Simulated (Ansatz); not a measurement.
**InH3 (SMILES [InH3]) at 6 levels**

We compute a comparison of 6 runs (HF/STO-3G, PBE0/STO-3G, UMP2/STO-3G, CCSDT(Q)/STO-3G, UCCSD(T)/STO-3G, FCI/STO-3G) of InH3. 

The results are computed with Ansatz 0.2.0.

29 further runs of the same task are left out: 1 that didn't finish, 28 set aside as unsound or not needed.

### Step 1. The molecule

InH3: 4 atoms, total charge 0, spin state singlet. As SMILES, `[InH3]`. The H3–In1 distance was set to 3.448 Å, away from the relaxed value. At this shape a bond of the SMILES string is far longer than usual.

Bond lengths: In1–H2 1.724 Å, In1–H4 1.724 Å. Angles: H2–In1–H4 120.0°.

### Step 2. The energy at HF/STO-3G (run 1)

Input file in.yaml:

```yaml
crystal:
  periodic: [false, false, false]
  atoms:
    - {symbol: In, position_ang: [1.123415, 0.077101, 1.311217]}
    - {symbol: H, position_ang: [1.525015, 1.608201, 1.994517]}
    - {symbol: H, position_ang: [-1.095600, -0.107300, -1.321400]}
    - {symbol: H, position_ang: [1.831315, -1.361799, 1.944317]}
basis:
  gaussian:
    orbitals: STO-3G
hamiltonian:
  xc: hf
accuracy: high
```

Command:

```sh
$ ansatz run in.yaml --threads 1 --pin off --max-ram 2610MiB --events-out events.jsonl --progress --plain --runs-dir runs
```

Output:

```text
Warning: RAYON_NUM_THREADS=1 ignored (pool sized by the plan → 1); use --threads N
Functional definition: HF
  name "HF"
  exchange = exact_x
  correlation = 0
521 factors; integrals over basis functions are off by at most 3.9e-9 eV
mean field evaluation 1: about -154674.4150 eV, gradient 1.1e1 eV
mean field evaluation 2: about -154674.4143 eV, gradient 1.1e1 eV
mean field evaluation 4: about -154677.8356 eV, gradient 2.0e0 eV
mean field evaluation 8: about -154677.8685 eV, gradient 8.8e-5 eV
mean field -154677.86854456 eV, -5684.3068245876 hartree, gradient 9.2e-8 eV, S^2 0.000000; 0 other end points of the search recorded, 0 dependent functions left out
reference -154677.86854456 eV, -5684.3068245876 hartree; 26, 26 occupied and 4, 4 virtual orbitals, 521 factors
Total energy: -154677.86854456 eV, -5684.3068245876 hartree
```

Run time: 0.43 s. Hardware: 1 thread of Arm Neoverse V1, shared host.

### Step 3. The energy at PBE0/STO-3G (run 2)

Input file input.yaml:

```yaml
crystal:
  periodic: [false, false, false]
  atoms:
    - {symbol: In, position_ang: [1.123415, 0.077101, 1.311217]}
    - {symbol: H, position_ang: [1.525015, 1.608201, 1.994517]}
    - {symbol: H, position_ang: [-1.095600, -0.107300, -1.321400]}
    - {symbol: H, position_ang: [1.831315, -1.361799, 1.944317]}
basis:
  gaussian:
    orbitals: STO-3G
hamiltonian:
  xc: {name: PBE0}
accuracy: high
```

Command:

```sh
$ ansatz run input.yaml --threads 1 --pin off --max-ram 2610MiB --events-out events.jsonl --progress --plain --runs-dir runs
```

Output:

```text
Warning: RAYON_NUM_THREADS=1 ignored (pool sized by the plan → 1); use --threads N
Functional definition: PBE0
  name "PBE0"
  parameter a = 0.25
  parameter kappa = 0.804
  parameter beta = 0.06672455060314922
  exchange = (1 - a)*pbe_x(kappa = kappa, mu = beta*pi^2/3) + a*exact_x
  correlation = pbe_c(beta = beta)
521 factors; integrals over basis functions are off by at most 3.9e-9 eV
mean field evaluation 1: about -154721.2606 eV, gradient 1.8e1 eV
mean field evaluation 2: about -154715.6757 eV, gradient 1.3e1 eV
mean field evaluation 4: about -154722.8798 eV, gradient 1.4e1 eV
mean field evaluation 8: about -154723.0053 eV, gradient 1.4e1 eV
mean field evaluation 16: about -154727.0328 eV, gradient 1.5e-8 eV
mean field -154727.03280277 eV, -5686.1135777522 hartree, gradient 1.5e-8 eV, S^2 0.000000; 0 other end points of the search recorded, 0 dependent functions left out
reference -154727.03280423 eV, -5686.1135778059 hartree; 26, 26 occupied and 4, 4 virtual orbitals, 521 factors
Total energy: -154727.03280423 eV, -5686.1135778059 hartree
```

Run time: 1.6 s. Hardware: 1 thread of Arm Neoverse V1, shared host; peak memory 0.097 GiB.

Runs 3 to 5 aren't shown in full; the table further down has their settings and results.

### Step 4. The energy at FCI/STO-3G (run 6)

Input file job.yaml:

```yaml
crystal:
  periodic: [false, false, false]
  atoms:
    - {symbol: In, position_ang: [1.123415, 0.077101, 1.311217]}
    - {symbol: H, position_ang: [1.525015, 1.608201, 1.994517]}
    - {symbol: H, position_ang: [-1.095600, -0.107300, -1.321400]}
    - {symbol: H, position_ang: [1.831315, -1.361799, 1.944317]}
basis:
  gaussian:
    orbitals: STO-3G
correlation:
  method: fci
  frozen_orbitals: {H: 0, In: 18}
accuracy: high
```

Command:

```sh
$ ansatz run job.yaml --threads 1 --pin off --max-ram 2610MiB --events-out events.jsonl --progress --plain --runs-dir runs
```

Output, shortened:

```text
Warning: RAYON_NUM_THREADS=1 ignored (pool sized by the plan → 1); use --threads N
Functional definition: HF
  name "HF"
[...]
521 factors; integrals over basis functions are off by at most 3.9e-9 eV
[...]
mean field -154677.86854456 eV, -5684.3068245876 hartree, gradient 9.2e-8 eV, S^2 0.000000; 1 other end points of the search recorded, 0 dependent functions left out; unrestricted orbitals would lower it
unrestricted determinant -154681.29179480 eV, -5684.4326267136 hartree, S^2 0.9715
18 core orbitals not correlated: weight in the atoms' cores, before any rotation towards them, 1.000 or more for the frozen orbitals, at most 0.000 for the correlated occupied ones
reference -154677.86854456 eV, -5684.3068245876 hartree; 8, 8 occupied and 4, 4 virtual orbitals, 521 factors
state -154682.44454498 eV, -5684.4749895015 hartree
Total energy: -154682.44454498 eV, -5684.4749895015 hartree
```

Wall time 1.3 s (1 thread of Arm Neoverse V1, shared host).

### Step 5. The series

```csv
run,level,frozen core orbitals,energy (Eh),wall time
1,HF/STO-3G,–,-5684.306825,0.43 s
2,PBE0/STO-3G,–,-5686.113578,1.6 s
3,UMP2/STO-3G,18,-5684.456274,0.91 s
4,CCSDT(Q)/STO-3G,18,-5684.474974,0.75 s
5,UCCSD(T)/STO-3G,18,-5684.472669,1 s
6,FCI/STO-3G,18,-5684.474990,1.3 s
```

### Step 6. Results

| quantity | value |
| --- | --- |
| run 6: total energy | -5684.47499 Eh |
| run 6: correlation energy (18 core orbitals frozen) | -168.2 mEh |

What this shows: Against full CI in this basis: HF +168.2 mEh; UMP2 +18.7 mEh; CCSDT(Q) +0.0 mEh; UCCSD(T) +2.3 mEh. In run 4 the log says that unrestricted orbitals would lower the reference, so the values rest on an unstable closed-shell determinant (other closed-shell runs at this shape may share the fault). In runs 1, 2, 3, 4, 5, 6 the basis is minimal, so the values are rough. In runs 1, 2, 3, 4, 5, 6 relativity is left out where basis or elements ask for it. Spin contamination of the reference: run 3 ⟨S²⟩ = 0.97, run 5 ⟨S²⟩ = 0.97. Where it is this large, the reference is a mixture of spin states, and values that rest on it are in doubt. All runs together took 6.1 s, the longest 1.6 s.
